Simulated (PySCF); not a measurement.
F2CH2, in a box:

```
F C H
1.0
    12.00000    0.00000    0.00000
     0.00000   11.00000    0.00000
     0.00000    0.00000   11.00000
F C H
2 1 2
Direct
  0.41092 0.52241 0.56648
  0.59124 0.48874 0.56783
  0.50121 0.50350 0.49551
  0.48847 0.42022 0.44304
  0.51414 0.58360 0.43835
```

Base run:

| Property | Result |
| --- | --- |
| Program | PySCF 2.14.0 |
| Functional | M06-2X |
| Potentials or basis | cc-pvdz (all-electron) |
| k mesh | 1 × 1 × 1 |
| Occupations | fixed |
| Spin | no spin polarisation |

Its results: gap between the frontier levels 14.40 eV.

Task: The run is repeated on the same cell with these changes: functional from M06-2X to AM05. What comes out?

Result: Gap between the frontier levels 9.05 eV.

M06-2X gives the wider gap, since exact exchange removes part of the self-interaction.

Caveats: this is a molecule in a periodic box at the Γ point, so its band gap is the HOMO-LUMO gap; the basis of atomic orbitals isn't converged, which shifts pressures, moduli and gaps.

